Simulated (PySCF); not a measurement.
# Br3OW (W(O)(Br)3): the cost of one run

Program: PySCF 2.14.0. Level of theory: PBE, W def2-SVP with ECP60, O def2-SVP, Br def2-SVP; scalar-relativistic core potentials, no spin–orbit coupling. These are calculated values, not measurements.

2 further runs of the same task are left out: 2 for a known fault of the program. Runs told in other sessions of the task aren't counted.

### 1 The system as given

5 atoms, charge 0, spin multiplicity 2.

Bond lengths: W1–O2 1.701 Å, W1–Br3 2.434 Å, W1–Br4 2.428 Å, W1–Br5 2.434 Å. Angles: O2–W1–Br3 107.0°, O2–W1–Br4 117.0°, O2–W1–Br5 107.0°, Br3–W1–Br4 113.0°, Br3–W1–Br5 97.9°, Br4–W1–Br5 113.0°.

Geometry (Å):

```
W     0.2585    0.0000    0.2556
O     1.5373    0.0000    1.3768
Br    0.6678    1.8359   -1.2886
Br   -1.9967    0.0000    1.1559
Br    0.6678   -1.8359   -1.2886
```

Formal oxidation states: W +5. An earlier session relaxed this geometry at PBE, W def2-SVP with ECP60, O def2-SVP, Br def2-SVP (doublet, point group Cs).

Its energy there is -7862.805902 Eh.

### 2 Multiplicity 4 at the relaxed geometry

File run.py (the lines that set the calculation):

```python
mol = gto.M(atom='''
W      0.25847     0.00000     0.25565
O      1.53731     0.00000     1.37680
Br     0.66781     1.83588    -1.28861
Br    -1.99674     0.00000     1.15586
Br     0.66781    -1.83588    -1.28861''',
    basis={'W': 'def2-SVP', 'O': 'def2-SVP', 'Br': 'def2-SVP'},
    ecp={'W': 'def2-SVP'},
    charge=0, spin=3)
mf = dft.UKS(mol, xc='PBE')
mf.grids.atom_grid = (50, 194)
mf = mf.density_fit()  # fitting sets: W def2-universal-JKFIT, O def2-universal-JKFIT, Br def2-universal-JKFIT
mf.conv_tol = 1e-08; mf.max_cycle = 55
mf.kernel(dm0)  # dm0: free metal ions and neutral atoms
```

Launch:

```bash
$ OMP_NUM_THREADS=4 python run.py
```

**Question.** How long does this run take on 4 threads of Arm Neoverse V2, shared host?

About 7.2 s.
